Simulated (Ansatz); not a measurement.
**C2H6ClNSi: up Jacob's ladder to CCSD(T)**

Aim: compute C2H6ClNSi with functionals from several rungs and with coupled cluster. The yardstick is the atomisation energy at the CCSD(T) limit.

Program: Ansatz 0.2.0, Gaussian basis. Level of theory: functionals in def2-TZVPP, the program's frozen cores in correlated methods. These are calculated values, not measurements.

The runs, in order: PBE-D4, r2SCAN-D4, PBE0-D4, B3LYP-D4, ωB97X-V, ωB97M-V, B2PLYP; CCSD(T)/def2-TZVPP; MP2/def2-QZVPP; extrapolation to the limit.

### 1 The relaxed structure

An earlier PBE0-D4 in a triple-zeta def2 set relaxation fixed the geometry.

11 atoms, charge 0, spin multiplicity 1.

Atoms are counted from 1 here; the program's logs count them from 0.

Bond lengths: N1–C2 1.264 Å, N1–H6 1.027 Å, C2–Si3 1.904 Å, C2–C4 1.505 Å, Si3–H7 1.482 Å, Si3–H8 1.489 Å, Si3–H9 1.482 Å, C4–Cl5 1.774 Å, C4–H10 1.092 Å, C4–H11 1.092 Å. Angles: C2–N1–H6 111.0°, N1–C2–Si3 115.4°, N1–C2–C4 126.5°, Si3–C2–C4 118.1°, C2–Si3–H7 109.0°, C2–Si3–H8 109.6°, C2–Si3–H9 109.0°, H7–Si3–H8 109.4°, H7–Si3–H9 110.7°, H8–Si3–H9 109.2°, C2–C4–Cl5 113.9°, C2–C4–H10 110.0°, C2–C4–H11 110.0°, Cl5–C4–H10 107.5°, Cl5–C4–H11 107.6°, H10–C4–H11 107.6°.

### 2 PBE-D4 (GGA)

File in.yaml:

```yaml
crystal:
  periodic: [false, false, false]
  atoms:
    - {symbol: N, position_ang: [-0.055645, 1.539428, 0.759924]}
    - {symbol: C, position_ang: [-0.022467, 0.431317, 0.152645]}
    - {symbol: Si, position_ang: [0.391134, -1.080805, 1.232608]}
    - {symbol: C, position_ang: [-0.277362, 0.206305, -1.313907]}
    - {symbol: Cl, position_ang: [-0.658448, 1.687463, -2.212531]}
    - {symbol: H, position_ang: [-0.286740, 2.304925, 0.115938]}
    - {symbol: H, position_ang: [1.712160, -0.870540, 1.870242]}
    - {symbol: H, position_ang: [0.440939, -2.303255, 0.383508]}
    - {symbol: H, position_ang: [-0.665676, -1.243205, 2.259388]}
    - {symbol: H, position_ang: [0.601095, -0.244619, -1.780721]}
    - {symbol: H, position_ang: [-1.113589, -0.483814, -1.446393]}
basis:
  gaussian: {orbitals: def2-TZVPP}
hamiltonian: {xc: pbe, dispersion: d4}
output: {forces: true, orbitals: {seedname: orbitals}}
```

Launch:

```console
$ ansatz run in.yaml --threads 4 --pin off --events-out ev --progress --plain --max-ram 10444MiB
```

The runs that follow: r2SCAN-D4 (meta-GGA); PBE0-D4 (hybrid); B3LYP-D4 (hybrid); ωB97X-V (range-separated); ωB97M-V (range-separated); B2PLYP (double hybrid); CCSD(T) in def2-TZVPP; MP2 in def2-QZVPP.

Before running them: what should the planned runs give, taken together? Wanted: atomisation energy, CCSD(T)/CBS; farthest; mean size of error, hybrid; mean size of error, range-separated; gap, smallest and largest; T1 diagnostic; triples share of the correlation energy.

**Answer**, as computed:

```
                               quantity                                  value
        atomisation energy, CCSD(T)/CBS                         923.7 kcal/mol
functionals within 4.6 kcal/mol (0.5 %)  r2SCAN-D4, PBE0-D4, B3LYP-D4, ωB97M-V
                               farthest                PBE-D4 (+22.2 kcal/mol)
             mean size of error, hybrid                           2.8 kcal/mol
    mean size of error, range-separated                           5.0 kcal/mol
              gap, smallest and largest   4.20 eV (PBE-D4), 11.43 eV (ωB97X-V)
                          T1 diagnostic                                 0.0118
triples share of the correlation energy                                  4.3 %
```

**Reading.** PBE-D4 is off by +22.2 kcal/mol. Double hybrids carry the basis error of their MP2 part in triple zeta, and no dispersion term here, so their miss is partly the set-up's. The reference freezes the cores and leaves out relativity and excitations past (T), so misses under about 4.6 kcal/mol can't be ranked. Hartree-Fock recovers 71 % of the binding; the rest is correlation. The gap grows from 4.2 to 11.4 eV across the functionals, mostly with the share of exact exchange.
